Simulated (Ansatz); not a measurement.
# Be18Al: the cost of one run

Method: DFT PBEsol, plane waves, PAW, scalar-relativistic, no spin polarisation, in Ansatz 0.2.0.

**1. Starting point**

The cell holds 19 atoms (AlBe18): a = 4.580 Å, b = 6.870 Å, c = 14.588 Å, α = 90.00°, β = 90.00°, γ = 60.00°.

As a file:

```
CELL_PARAMETERS angstrom
4.58000 0.00000 0.00000
3.43500 5.94960 0.00000
0.00000 0.00000 14.58843
ATOMIC_POSITIONS crystal
Be 0.00000 0.00000 0.06855
Be 0.50000 0.00000 0.06855
Be 0.00000 0.33333 0.06855
Be 0.50000 0.33333 0.06855
Be 0.00000 0.66667 0.06855
Be 0.50000 0.66667 0.06855
Be 0.83333 0.22222 0.19154
Be 0.33333 0.22222 0.19154
Be 0.83333 0.55556 0.19154
Be 0.33333 0.55556 0.19154
Be 0.83333 0.88889 0.19154
Be 0.33333 0.88889 0.19154
Be 0.00000 0.00000 0.31453
Be 0.50000 0.00000 0.31453
Be 0.00000 0.33333 0.31453
Be 0.50000 0.33333 0.31453
Be 0.00000 0.66667 0.31453
Be 0.50000 0.66667 0.31453
Al 0.17921 0.76683 0.43928
```

**2. End point A**

input.yaml reads:

```yaml
crystal:
  lattice:
    - [4.58, 0.0, 0.0]
    - [3.435, 5.949595, 0.0]
    - [0.0, 0.0, 14.58843]
  atoms:
    - { symbol: Be, position: [0.0, 0.0, 0.0685475] }
    - { symbol: Be, position: [0.5, 0.0, 0.0685475] }
    - { symbol: Be, position: [0.0, 0.3333333, 0.0685475] }
    - { symbol: Be, position: [0.5, 0.3333333, 0.0685475] }
    - { symbol: Be, position: [0.0, 0.6666667, 0.0685475] }
    - { symbol: Be, position: [0.5, 0.6666667, 0.0685475] }
    - { symbol: Be, position: [-0.1666667, 0.2222222, 0.1915364] }
    - { symbol: Be, position: [0.3333333, 0.2222222, 0.1915364] }
    - { symbol: Be, position: [-0.1666667, 0.5555556, 0.1915364] }
    - { symbol: Be, position: [0.3333333, 0.5555556, 0.1915364] }
    - { symbol: Be, position: [-0.1666667, 0.8888889, 0.1915364] }
    - { symbol: Be, position: [0.3333333, 0.8888889, 0.1915364] }
    - { symbol: Be, position: [0.0, 0.0, 0.3145253] }
    - { symbol: Be, position: [0.5, 0.0, 0.3145253] }
    - { symbol: Be, position: [0.0, 0.3333333, 0.3145253] }
    - { symbol: Be, position: [0.5, 0.3333333, 0.3145253] }
    - { symbol: Be, position: [0.0, 0.6666667, 0.3145253] }
    - { symbol: Be, position: [0.5, 0.6666667, 0.3145253] }
    - { symbol: Al, position: [0.1792109, 0.7668338, 0.4392817] }
basis:
  ecutwfc: 420.0
kpoints:
  mp_grid: { grid: [4, 3, 1] }
hamiltonian:
  xc: pbesol
scf:
  occupations: { method: gaussian, width: 0.15 }
  lower_state_search: "off"
relax:
  f_tol: 0.03
  max_steps: 60
  adjacent_minimum: "off"
  constraints: [{ sites: [0, 1, 2, 3, 4, 5] }]
```

Started as:

```bash
$ ansatz run input.yaml --threads 1 --pin off --max-ram 3072MiB --backend cpu --events-out ev --progress --plain --runs-dir out
```

Q: Estimate wall time and peak memory on 1 thread of Arm Neoverse V2, shared host.

About 32 s, with a peak of 0.49 GiB.
